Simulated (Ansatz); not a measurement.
# AlH3 (SMILES [AlH3]): CCSD(T)/3-21G

Aim: the electronic atomisation energy of AlH3 at CCSD(T)/3-21G, from 3 runs. 

Program for the calculation: Ansatz 0.2.0.

74 further runs of the same task are left out: 3 that didn't finish, 71 set aside as unsound or not needed.

## Step 1: The molecule

AlH3: 4 atoms, total charge 0, spin state singlet. SMILES: `[AlH3]`. The shape is that of a PBE0-D4/def2-TZVP optimisation.

Bond lengths: Al1–H2 1.586 Å, Al1–H3 1.586 Å, Al1–H4 1.586 Å. Angles: H2–Al1–H3 120.0°, H2–Al1–H4 120.0°, H3–Al1–H4 120.0°.

## Step 2: The energy at CCSD(T)/3-21G

input.yaml

```yaml
crystal:
  periodic: [false, false, false]
  atoms:
    - {symbol: Al, position_ang: [0.013700, -0.014800, -0.005100]}
    - {symbol: H, position_ang: [0.633200, 0.670900, 1.283600]}
    - {symbol: H, position_ang: [-1.340800, -0.832000, 0.105100]}
    - {symbol: H, position_ang: [0.749400, 0.115700, -1.403900]}
basis:
  gaussian: {orbitals: 3-21G.json}
correlation: {method: ccsd_t, frozen_orbitals: {Al: 5, H: 0}}
accuracy: high
scf: {omitted_lower_state_checks: [cluster_reference, increment]}
```

The basis set 3-21G is read from a file made from the Basis Set Exchange's data (not shown).

Launch:

```
ansatz run input.yaml --threads 1 --pin off --max-ram 2610MiB --events-out events.jsonl --progress --plain --runs-dir runs
```

What it wrote, cut to the lines that bear on the results:

```text
Warning: RAYON_NUM_THREADS=1 ignored (pool sized by the plan → 1); use --threads N
Functional definition: HF
  name "HF"
[...]
374 factors; integrals over basis functions are off by at most 2.6e-9 eV
[...]
mean field -6592.88236965 eV, -242.2839582683 hartree, gradient 7.1e-8 eV, S^2 0.000000; 0 other end points of the search recorded, 0 dependent functions left out
5 core orbitals not correlated: weight in the atoms' cores, before any rotation towards them, 1.000 or more for the frozen orbitals, at most 0.000 for the correlated occupied ones
reference -6592.88236965 eV, -242.2839582683 hartree; 3, 3 occupied and 11, 11 virtual orbitals, 374 factors
second order -1.13890251 eV of doubles, -0.00000000 eV of singles
cycle   1  -1.44367365 eV  change   -3.0e-1 eV  update   4.7e-2
[...]
cycle  17  -1.60441808 eV  change  -5.9e-10 eV  update  4.4e-10
perturbative correction -0.01685864 eV, -0.0006195434 hartree
Total energy: -6594.50364636 eV, -242.3435390885 hartree
Checks for a lower state left out: cluster_reference, increment
```

Run time: 0.1 s. Hardware: 1 thread of Arm Neoverse V2, shared host.

## Step 3: The Al atom, same level

input.yaml

```yaml
crystal:
  periodic: [false, false, false]
  atoms:
    - {symbol: Al, position_ang: [0.000000, 0.000000, 0.000000]}
basis:
  gaussian:
    orbitals: 3-21G.json
magnetization:
  spin_polarized: true
  initial_magnetization: 1
correlation:
  method: ccsd_t
  frozen_orbitals: {Al: 5}
accuracy: high
scf:
  omitted_lower_state_checks: [cluster_reference, increment]
```

The basis set 3-21G is read from a file made from the Basis Set Exchange's data (not shown).

Run the same way, it converges to -240.58021 Eh (log not shown).

## Step 4: The H atom: the energy at UHF/3-21G

input.yaml

```yaml
crystal:
  periodic: [false, false, false]
  atoms:
    - {symbol: H, position_ang: [0.000000, 0.000000, 0.000000]}
basis:
  gaussian: {orbitals: 3-21G.json}
hamiltonian: {xc: hf}
accuracy: high
magnetization: {spin_polarized: true, initial_magnetization: 1}
```

The basis set 3-21G is read from a file made from the Basis Set Exchange's data (not shown).

Run the same way, it converges to -0.49620 Eh (log not shown).

## Step 5: Summary of results

At CCSD(T)/3-21G, 5 core orbitals frozen:

| quantity | value |
| --- | --- |
| molecule: total energy | -242.34354 Eh |
| molecule: correlation energy (5 core orbitals frozen) | -59.6 mEh |
| molecule: (T) correction | -0.62 mEh |
| molecule: T1 diagnostic | 0.010 |
| Al atom: total energy | -240.58021 Eh |
| Al atom: correlation energy (5 core orbitals frozen) | -29.2 mEh |
| Al atom: (T) correction | -0.11 mEh |
| Al atom: ⟨S²⟩ of the reference determinant | 0.750 |
| Al atom: T1 diagnostic | 0.007 |
| H atom: total energy | -0.49620 Eh |
| H atom: ⟨S²⟩ | 0.750 |
| electronic atomisation energy | 7.476 eV |

In words: Taking the molecule apart into free atoms costs 7.48 eV (172 kcal/mol), before zero-point energy and without spin-orbit coupling. The basis has no polarisation functions, which makes bonds too weak. The triples (molecule) make up 1.0 % of the correlation energy. The triples (Al atom) make up 0.4 % of the correlation energy.
